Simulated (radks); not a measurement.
# Nuclear size and the levels of Sn⁺

Aim: how the total energy, the levels and the density at the nucleus of Sn⁺ respond when the nuclear radius is scaled.

The numbers are computed with radks (a radial shooting solver on a logarithmic mesh, Libxc functionals) version 1 (Dirac Kohn-Sham, LDA (Slater exchange, Perdew-Wang correlation), spin-unpolarised, spherical densities, finite nucleus; open shells fill j = l - 1/2 first), except any that are marked as measured or tabulated.

### 1 What is computed

| Property | Result |
| --- | --- |
| element | tin (Z = 50) |
| charge | +1 |
| electrons | 49 |
| configuration | [Kr] 4d10 5s2 5p1 |
| nuclear rms radius | 4.6519 fm |

In the logs a row gives level, spin channel, occupation and eigenvalue; Etot, Ekin, Encl (electron-nucleus), Eh (Hartree) and Exc are energies, all in hartree; err is the last residual, it the number of iterations.

### 2 rms radius 4.6519 fm

Settings of this run:

```text
Z 50
configuration [Kr] 4d10 5s2 5p1 6s0 4f0
relativity Dirac
functional lda,pw
spin unpolarised
j_filling energy
nucleus finite rms 4.6519 fm
c 137.035999084
```

Output:

```text
1s1/2   1   2.0000       -1064.52361124
2s1/2   1   2.0000        -160.94039696
2p1/2   1   2.0000        -150.44081529
2p3/2   1   4.0000        -141.97731492
3s1/2   1   2.0000         -31.27337565
3p1/2   1   2.0000         -27.00025651
3p3/2   1   4.0000         -25.45509637
3d3/2   1   4.0000         -17.87078028
3d5/2   1   6.0000         -17.55146087
4s1/2   1   2.0000          -5.19762313
4p1/2   1   2.0000          -3.77369213
4p3/2   1   4.0000          -3.49238940
4d3/2   1   4.0000          -1.26341376
4d5/2   1   6.0000          -1.22477459
5s1/2   1   2.0000          -0.66288038
5p1/2   1   1.0000          -0.39823055
5p3/2   1   0.0000          -0.37649864
6s1/2   1   0.0000          -0.15387110
4f5/2   1   0.0000          -0.03453860
4f7/2   1   0.0000          -0.03453823
Etot -6173.255533262933
Ekin 6498.228314365565
Encl -14976.277807239047
Eh 2464.4005687274057
Exc -159.60660911685784
err 4.042217846472439e-09
it 14
```

Highest occupied level: 5p1/2 at -10.836 eV.

Sizes of the orbitals, from the radial functions (bohr):

```tsv
level	occupation	energy (eV)	<r>	outermost maximum (interpolated)	90 % within	nodes
4d3/2	4	-34.379	1.090	0.881	1.70	1
4d5/2	6	-33.328	1.105	0.891	1.72	1
5s1/2	2	-18.038	2.299	1.98	3.38	4
5p1/2	1	-10.836	2.809	2.35	4.20	3
5p3/2	0	-10.245	2.916	2.45	4.35	3
6s1/2	0	-4.187	5.899	5.32	8.52	5
4f5/2	0	-0.940	14.61	12.6	22.2	0
4f7/2	0	-0.940	14.61	12.6	22.2	0
```

Radial density 4πr²ρ:

```tsv
r (bohr)	4πr²ρ (e/bohr)
0.00138	2.746
0.00221	6.088
0.00351	12.68
0.00562	24.72
0.00895	42.17
0.0143	59.88
0.0228	64.78
0.0366	56.89
0.0582	65.90
0.0932	82.17
0.148	60.36
0.238	66.05
0.378	44.94
0.606	20.78
0.964	20.00
1.55	5.984
2.46	1.747
3.94	0.3012
6.27	0.01074
```

### 3 rms radius 3.8425 fm

Settings, as their differences from step 2:

```diff
@@ -6,3 +6,3 @@
 j_filling energy
-nucleus finite rms 4.6519 fm
+nucleus finite rms 3.8425 fm
 c 137.035999084
```

Output:

```text
1s1/2   1   2.0000       -1064.54381523
2s1/2   1   2.0000        -160.94270744
2p1/2   1   2.0000        -150.44071870
2p3/2   1   4.0000        -141.97717297
3s1/2   1   2.0000         -31.27381318
3p1/2   1   2.0000         -27.00022958
3p3/2   1   4.0000         -25.45505985
3d3/2   1   4.0000         -17.87074882
3d5/2   1   6.0000         -17.55143006
4s1/2   1   2.0000          -5.19770941
4p1/2   1   2.0000          -3.77368412
4p3/2   1   4.0000          -3.49237971
4d3/2   1   4.0000          -1.26340684
4d5/2   1   6.0000          -1.22476781
5s1/2   1   2.0000          -0.66288828
5p1/2   1   1.0000          -0.39822851
5p3/2   1   0.0000          -0.37649656
6s1/2   1   0.0000          -0.15387240
4f5/2   1   0.0000          -0.03453861
4f7/2   1   0.0000          -0.03453824
Etot -6173.303667201936
Ekin 6498.441444565135
Encl -14976.542061880655
Eh 2464.4042300974716
Exc -159.60727998388785
err 4.041770230762973e-09
it 14
```

E − E(step 2, rms radius 4.6519 fm) = -1.310 eV. Highest occupied level: 5p1/2 at -10.836 eV.

### 4 rms radius 4.4379 fm

Settings, as their differences from step 3:

```diff
@@ -6,3 +6,3 @@
 j_filling energy
-nucleus finite rms 3.8425 fm
+nucleus finite rms 4.4379 fm
 c 137.035999084
```

Output:

```text
1s1/2   1   2.0000       -1064.52927075
2s1/2   1   2.0000        -160.94104415
2p1/2   1   2.0000        -150.44078824
2p3/2   1   4.0000        -141.97727516
3s1/2   1   2.0000         -31.27349821
3p1/2   1   2.0000         -27.00024897
3p3/2   1   4.0000         -25.45508614
3d3/2   1   4.0000         -17.87077147
3d5/2   1   6.0000         -17.55145224
4s1/2   1   2.0000          -5.19764730
4p1/2   1   2.0000          -3.77368989
4p3/2   1   4.0000          -3.49238668
4d3/2   1   4.0000          -1.26341182
4d5/2   1   6.0000          -1.22477269
5s1/2   1   2.0000          -0.66288259
5p1/2   1   1.0000          -0.39822998
5p3/2   1   0.0000          -0.37649806
6s1/2   1   0.0000          -0.15387146
4f5/2   1   0.0000          -0.03453860
4f7/2   1   0.0000          -0.03453824
Etot -6173.269016428459
Ekin 6498.287744178373
Encl -14976.35155790319
Eh 2464.401594319217
Exc -159.60679702285876
err 4.041340998489017e-09
it 14
```

E − E(step 2, rms radius 4.6519 fm) = -0.367 eV. 5p1/2 is the highest filled level (-10.836 eV).

### 5 rms radius 4.9496 fm

Settings, as their differences from step 4:

```diff
@@ -6,3 +6,3 @@
 j_filling energy
-nucleus finite rms 4.4379 fm
+nucleus finite rms 4.9496 fm
 c 137.035999084
```

Output:

```text
1s1/2   1   2.0000       -1064.51536337
2s1/2   1   2.0000        -160.93945380
2p1/2   1   2.0000        -150.44085469
2p3/2   1   4.0000        -141.97737286
3s1/2   1   2.0000         -31.27319705
3p1/2   1   2.0000         -27.00026750
3p3/2   1   4.0000         -25.45511128
3d3/2   1   4.0000         -17.87079313
3d5/2   1   6.0000         -17.55147345
4s1/2   1   2.0000          -5.19758792
4p1/2   1   2.0000          -3.77369540
4p3/2   1   4.0000          -3.49239335
4d3/2   1   4.0000          -1.26341658
4d5/2   1   6.0000          -1.22477735
5s1/2   1   2.0000          -0.66287716
5p1/2   1   1.0000          -0.39823139
5p3/2   1   0.0000          -0.37649949
6s1/2   1   0.0000          -0.15387057
4f5/2   1   0.0000          -0.03453860
4f7/2   1   0.0000          -0.03453823
Etot -6173.2358836626045
Ekin 6498.142030796187
Encl -14976.17065328236
Eh 2464.399074117311
Exc -159.60633529374317
err 4.041267937896752e-09
it 14
```

Energy against step 2 (rms radius 4.6519 fm): +0.535 eV. Highest occupied level: 5p1/2 at -10.836 eV.

### 6 rms radius 5.3311 fm

Settings, as their differences from step 5:

```diff
@@ -6,3 +6,3 @@
 j_filling energy
-nucleus finite rms 4.9496 fm
+nucleus finite rms 5.3311 fm
 c 137.035999084
```

Output:

```text
1s1/2   1   2.0000       -1064.50416268
2s1/2   1   2.0000        -160.93817301
2p1/2   1   2.0000        -150.44090819
2p3/2   1   4.0000        -141.97745155
3s1/2   1   2.0000         -31.27295452
3p1/2   1   2.0000         -27.00028242
3p3/2   1   4.0000         -25.45513153
3d3/2   1   4.0000         -17.87081057
3d5/2   1   6.0000         -17.55149053
4s1/2   1   2.0000          -5.19754009
4p1/2   1   2.0000          -3.77369983
4p3/2   1   4.0000          -3.49239872
4d3/2   1   4.0000          -1.26342041
4d5/2   1   6.0000          -1.22478111
5s1/2   1   2.0000          -0.66287278
5p1/2   1   1.0000          -0.39823252
5p3/2   1   0.0000          -0.37650064
6s1/2   1   0.0000          -0.15386985
4f5/2   1   0.0000          -0.03453860
4f7/2   1   0.0000          -0.03453823
Etot -6173.209199385602
Ekin 6498.025411114965
Encl -14976.025691503342
Eh 2464.3970444799206
Exc -159.6059634771462
err 4.042015453017199e-09
it 14
```

E − E(step 2, rms radius 4.6519 fm) = +1.261 eV. Highest occupied level: 5p1/2 at -10.836 eV.

### 7 Results

```tsv
rms radius (fm)	total energy shift (eV)	density at nucleus (e/bohr³)	1s1/2 shift (meV)	2s1/2 shift (meV)	4p1/2 shift (meV)	5s1/2 shift (meV)	5p1/2 shift (meV)
3.8425	-1.31	1.96e+05	-550	-62.9	0.218	-0.215	0.0556
4.4379	-0.367	1.917e+05	-154	-17.6	0.0610	-0.0602	0.0156
4.6519	0	1.903e+05	0	0	0	0	0
4.9496	0.535	1.885e+05	224	25.7	-0.0889	0.0877	-0.0227
5.3311	1.26	1.864e+05	529	60.5	-0.210	0.207	-0.0535
```

In words: Shifts are against the first run. Over the range the 1s1/2 level moves by 1.08 eV and the 5p1/2 level by -0.109 meV. A larger nucleus binds the 1s electrons less and lowers the density at its centre. These are shifts of eigenvalues, not the field shifts of spectral lines.
